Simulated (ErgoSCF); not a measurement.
# One shape, several levels: SnClF (SMILES [F][Sn][Cl])

Wanted: a comparison of 3 runs (HF/STO-3G, HF/3-21G, UBHandH/STO-3G) of SnClF. 

Program for the calculation: ErgoSCF 3.8.

2 further runs of the same task are left out: 1 that didn't finish, 1 set aside as unsound or not needed.

### Step 1. Starting point

SnClF has 3 atoms, charge 0, and is taken as a singlet. SMILES: `[F][Sn][Cl]`. Geometry: relaxed at PBE0-D4/def2-TZVP.

Bond lengths: F1–Sn2 1.935 Å, Sn2–Cl3 2.360 Å. Angles: F1–Sn2–Cl3 96.9°.

### Step 2. A single-point energy at HF/STO-3G (run 1)

job.ego reads:

```
set_nthreads(1)
scf.max_number_of_iterations = 120
basis = "STO-3G"
scf.use_diagonalization = 1
tmpdir = "."
scf.output_mulliken_pop = 1
molecule_inline
F     -2.62596342     0.42159790    -1.40671213
Sn     0.31048200     1.69716303     0.36037077
Cl     2.29469443    -2.24121518     1.02139697
EOF
run "HF"
```

The basis set STO-3G is read from a file made from the Basis Set Exchange's data (not shown).

Command:

```bash
$ ergo job.ego
```

Log:

```text
[...]
INSC SCF_general constructor, number of basis functions: 41
[...]
INSC Energy   1 =      -6841.06598742305
[...]
INDE E_LUMO =          0.13592143936
[...]
INSC Energy  12 =      -6515.97322826881  ( diff     -0.000000000004547 )
[...]
RESC CONVERGED after  12 iterations.
RESC FINAL ENERGY:      -6515.97322826881
[...]
INSC SCF: dipole_moment_x [atomic units] =      -0.39206722
INSC SCF: dipole_moment_y [atomic units] =       1.24031144
INSC SCF: dipole_moment_z [atomic units] =      -0.07930125
[...]
```

Wall time 3.9 s (1 thread of Intel Xeon 6975P-C (Granite Rapids), shared host); peak memory 0.26 GiB.

### Step 3. The energy at HF/3-21G (run 2)

job.ego reads:

```
set_nthreads(1)
charge = 0
scf.use_diagonalization = 1
basis = "3-21G"
scf.output_mulliken_pop = 1
scf.max_number_of_iterations = 120
tmpdir = "."
molecule_inline
F   -2.62596342   0.42159790  -1.40671213
Sn   0.31048200   1.69716303   0.36037077
Cl   2.29469443  -2.24121518   1.02139697
EOF
run "HF"
```

The basis set 3-21G is read from a file made from the Basis Set Exchange's data (not shown).

Command:

```bash
$ ergo job.ego
```

Log:

```text
[...]
INSC SCF_general constructor, number of basis functions: 53
[...]
INSC Energy   1 =      -5631.42284965313
[...]
INDE E_LUMO =         -0.01349535561
[...]
INSC Energy  17 =      -6552.58314644565  ( diff     -0.000000000021828 )
[...]
RESC CONVERGED after  17 iterations.
RESC FINAL ENERGY:      -6552.58314644565
[...]
INSC SCF: dipole_moment_x [atomic units] =       0.06000627
INSC SCF: dipole_moment_y [atomic units] =       1.66276918
INSC SCF: dipole_moment_z [atomic units] =       0.21784986
[...]
```

Wall time 7.5 s (1 thread of Intel Xeon 6975P-C (Granite Rapids), shared host); peak memory 0.26 GiB.

### Step 4. The energy at UBHandH/STO-3G (run 3)

input.xyz reads:

```xyz
3
ClFSn
F     -1.389600     0.223100    -0.744400
Sn     0.164300     0.898100     0.190700
Cl     1.214300    -1.186000     0.540500
```

The basis set STO-3G is read from a file made from the Basis Set Exchange's data (not shown).

Command:

```bash
$ ergo -m input.xyz -e 'set_nthreads(1)' -e 'basis = "STO-3G"' -e 'scf.starting_guess_disturbance = 0.1' -e 'tmpdir = "."' -e 'scf.max_number_of_iterations = 150' -e 'scf.output_mulliken_pop = 1' -e 'charge = 0' -e 'scf.force_unrestricted = 1' -e 'run "BHandH"'
```

Log:

```text
[...]
INDF Weighted mixed functional:
[...]
INSC Energy   1 =      -6819.74535670050
[...]
INDE PURIFICATION CONVERGED after 31 iterations
[...]
INDE PURIFICATION CONVERGED after 32 iterations
[...]
INDE PURIFICATION CONVERGED after 27 iterations
[...]
INDE E(LUMO) - E(HOMO) <=          0.28384796274 =          7.72389658627 eV
[...]
INSC Energy  16 =      -6513.66859380079  ( diff     -0.000000000017280 )
[...]
RESC CONVERGED after  16 iterations.
RESC FINAL ENERGY:      -6513.66859380079
RESC FINAL <S2> =          0.00000000000
[...]
INSC SCF: dipole_moment_x [atomic units] =      -0.49111481
INSC SCF: dipole_moment_y [atomic units] =       1.05507068
INSC SCF: dipole_moment_z [atomic units] =      -0.15469120
[...]
```

Wall time 9.9 s (1 thread of Intel Xeon 6975P-C (Granite Rapids), shared host); peak memory 0.26 GiB.

### Step 5. Overview of the runs

| run | level | solver | iteration cap | energy (Eh) | dipole moment (D) | wall time |
| --- | --- | --- | --- | --- | --- | --- |
| 1 | HF/STO-3G | diagonalisation | 120 | -6515.973228 | 3.31 | 3.9 s |
| 2 | HF/3-21G | diagonalisation | 120 | -6552.583146 | 4.27 | 7.5 s |
| 3 | UBHandH/STO-3G | purification | 150 | -6513.668594 | 2.98 | 9.9 s |

### Step 6. What came out

| quantity | value |
| --- | --- |
| run 3: total energy | -6513.66859 Eh |
| run 3: dipole moment | 2.98 D |

What this shows: The dipole moment (its size) runs from 2.98 D (UBHandH/STO-3G) to 4.27 D (HF/3-21G). The two ends differ in method and basis. In runs 1, 3 the basis is minimal, so the values are rough. In runs 1, 2, 3 relativity is left out where basis or elements ask for it. All runs together took 21 s, the longest 9.9 s.
